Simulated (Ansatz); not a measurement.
# Pt: rigid cleavage

The task, for Pt: open the crystal across a (1 1 1) plane.

The COD entry's cell or inner coordinates are ideal or old and differ from later refinements, so a difference from it is no clean test against experiment.

Method: DFT PBEsol, scalar-relativistic, plane waves, PAW, in Ansatz 0.2.0.

**1. The structure to begin with**

Symmetry: Fm-3m, No. 225, cubic system. The conventional cell has a = 3.916 Å, b = 3.916 Å, c = 3.916 Å, α = 90.00°, β = 90.00°, γ = 90.00°. Pt (site symmetry m-3m) has 12 Pt at 2.77 Å in its first shell of neighbours.

Coordinates:

```cif
data_structure
_symmetry_space_group_name_H-M 'P 1'
_symmetry_Int_Tables_number 1
_cell_length_a 2.7689
_cell_length_b 2.7689
_cell_length_c 13.5647
_cell_angle_alpha 90.000
_cell_angle_beta 90.000
_cell_angle_gamma 60.000
_cell_volume 90.06
loop_
_atom_site_label
_atom_site_type_symbol
_atom_site_fract_x
_atom_site_fract_y
_atom_site_fract_z
_atom_site_occupancy
Pt1 Pt 0.66667 0.66667 0.16667 1
Pt2 Pt 0.00000 0.00000 0.00000 1
Pt3 Pt 0.33333 0.33333 0.33333 1
Pt4 Pt 0.66667 0.66667 0.66667 1
Pt5 Pt 0.00000 0.00000 0.50000 1
Pt6 Pt 0.33333 0.33333 0.83333 1
```

The cell is taken as given, not relaxed at this level.

**2. Zero of the scan**

Contents of input.yaml:

```yaml
crystal:
  lattice:
    - [1.9579, -1.9579, 0.0]
    - [1.9579, 0.0, -1.9579]
    - [7.8316, 7.8316, 7.8316]
  atoms:
    - { symbol: Pt, position: [0.6666666667, 0.6666666667, 0.1666666667] }
    - { symbol: Pt, position: [0.0, 0.0, 0.0] }
    - { symbol: Pt, position: [0.3333333333, 0.3333333333, 0.3333333333] }
    - { symbol: Pt, position: [0.6666666667, 0.6666666667, 0.6666666667] }
    - { symbol: Pt, position: [0.0, 0.0, 0.5] }
    - { symbol: Pt, position: [0.3333333333, 0.3333333333, 0.8333333333] }
basis:
  ecutwfc: 420
kpoints:
  mp_grid: { grid: [19, 19, 4] }
hamiltonian:
  xc: pbesol
scf:
  occupations: { method: gaussian, width: 0.15 }
output:
  forces: true
  stress: true
  eigenvalues: true
  write_density: true
  write_potential: true
  elf: true
  volumetric_format: npy
```

Run with:

```console
> ansatz run input.yaml --threads 2 --pin off --max-ram 5120MiB --backend cpu --events-out ev --progress --plain --runs-dir out
```

The session goes on with these runs: d = 1.00 Å; At d = 3.00 Å; d = 0.50 Å; At d = 2.00 Å; point d = 6.00 Å; d = -0.30 Å; At d = 0.25 Å; d = 1.50 Å; At d = 4.50 Å; d = 0.75 Å; At d = -0.15 Å.

Before running it: what results should come out? Wanted: largest traction sampled.

**Answer**, as computed:

```
                quantity                   value
    energy at d = 6.00 Å               3.70 J/m²
largest traction sampled  30.2 GPa at d = 0.50 Å
```

**Reading.** The energy levels off at 3.70 J/m², the work to make two unrelaxed faces. The traction peaks at 30.2 GPa near 0.50 Å, an estimate of the ideal strength of rigid blocks on this coarse sampling. Spin-orbit coupling is left out for Pt.
